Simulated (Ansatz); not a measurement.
# GeNH₃ (singlet): PBE, r2SCAN, PBE0, B3LYP, wB97M-V, B2PLYP, RPA-PBE over vertical spin and charge gaps, cc-pVDZ

Aim: run GeNH₃ (singlet) with these functionals over vertical spin and charge gaps, and hold them against the top wave-function level at the same points.

The runs use Ansatz 0.2.0, Gaussian basis; cc-pVDZ, all electrons in the functionals, frozen cores in the correlation of double hybrids and RPA.

The runs, in order: PBE, r2SCAN, PBE0, B3LYP, wB97M-V, B2PLYP, RPA-PBE, at charge 0, singlet; charge 0, triplet; charge 1, doublet.

3 further runs of the same task are left out: 3 set aside as unsound or not needed.

## 1. The geometry

The geometry is a PBE0/def2-TZVP stationary point (not a proven minimum). No spin-orbit coupling is included. The filled d shell of Ge may be among the frozen orbitals whatever the setting's name suggests; the logs give the count.

5 atoms, charge 0, spin multiplicity 1.

Atoms are counted from 1 here; the program's logs count them from 0.

Bond lengths: Ge1–N2 1.816 Å, Ge1–H3 1.602 Å, N2–H4 1.007 Å, N2–H5 1.008 Å. Angles: N2–Ge1–H3 92.7°, Ge1–N2–H4 125.7°, Ge1–N2–H5 121.9°, H4–N2–H5 112.5°.

No dispersion term is added; wB97M-V holds VV10 nonlocal correlation. B3LYP takes the VWN-RPA correlation.

The geometry shown and the zero of energy belong to the point charge 0, singlet. The yardstick, UCCSDT(Q), and other wave-function levels (R restricted, U unrestricted, valence and pair active spaces) come from earlier runs.

## 2. PBE, charge 0, singlet

in.yaml reads:

```yaml
crystal:
  periodic: [false, false, false]
  atoms:
    - {symbol: Ge, position_ang: [0.000000, -0.029201, 0.335370]}
    - {symbol: N, position_ang: [0.000000, 0.033731, -1.479233]}
    - {symbol: H, position_ang: [0.000000, 1.567055, 0.464899]}
    - {symbol: H, position_ang: [0.000000, 0.871757, -2.038009]}
    - {symbol: H, position_ang: [0.000000, -0.803094, -2.040289]}
basis:
  gaussian: {orbitals: cc-pVDZ}
hamiltonian: {xc: {name: PBE}}
output: {orbitals: {seedname: orbitals}}
```

Run with:

```bash
$ ansatz run in.yaml --threads 1 --pin off --events-out ev --progress --plain --max-ram 2560MiB --backend cpu
```

After this run come: PBE, charge 0, triplet; PBE, charge 1, doublet; r2SCAN, charge 0, singlet; r2SCAN, charge 0, triplet; r2SCAN, charge 1, doublet; PBE0, charge 0, singlet; PBE0, charge 0, triplet; PBE0, charge 1, doublet; B3LYP, charge 0, singlet; B3LYP, charge 0, triplet; B3LYP, charge 1, doublet; wB97M-V, charge 0, singlet; wB97M-V, charge 0, triplet; wB97M-V, charge 1, doublet; B2PLYP, charge 0, singlet; B2PLYP, charge 0, triplet; B2PLYP, charge 1, doublet; RPA-PBE, charge 0, singlet; RPA-PBE, charge 0, triplet; RPA-PBE, charge 1, doublet.

Q: Predict the results of all the runs planned. Wanted: singlet to triplet, UCCSDT(Q); ionisation to the doublet cation, UCCSDT(Q); largest miss, PBE; largest miss, r2SCAN; largest miss, PBE0; largest miss, B3LYP; largest miss, wB97M-V; largest miss, B2PLYP; largest miss, RPA-PBE.

As calculated:

| quantity | value |
| --- | --- |
| singlet to triplet, UCCSDT(Q) | 61.8 kcal/mol |
| ionisation to the doublet cation, UCCSDT(Q) | 199.7 kcal/mol |
| largest miss, PBE | +3.6 kcal/mol (ionisation to the doublet cation) |
| largest miss, r2SCAN | +4.4 kcal/mol (ionisation to the doublet cation) |
| largest miss, PBE0 | +5.2 kcal/mol (ionisation to the doublet cation) |
| largest miss, B3LYP | +7.6 kcal/mol (ionisation to the doublet cation) |
| largest miss, wB97M-V | +6.5 kcal/mol (ionisation to the doublet cation) |
| largest miss, B2PLYP | +3.4 kcal/mol (ionisation to the doublet cation) |
| largest miss, RPA-PBE | +3.9 kcal/mol (ionisation to the doublet cation) |
| largest miss, RCCSD(T) | +0.4 kcal/mol (ionisation to the doublet cation) |
| largest miss, UCCSD(T) | +0.3 kcal/mol (ionisation to the doublet cation) |

In words: Of the functionals, B2PLYP keep the smallest largest miss at the points compared (at most 3.4 kcal/mol) and B3LYP strays most (7.6 kcal/mol, at ionisation to the doublet cation). Functionals and the yardstick converge differently with the basis, so part of each miss in cc-pVDZ is the basis.
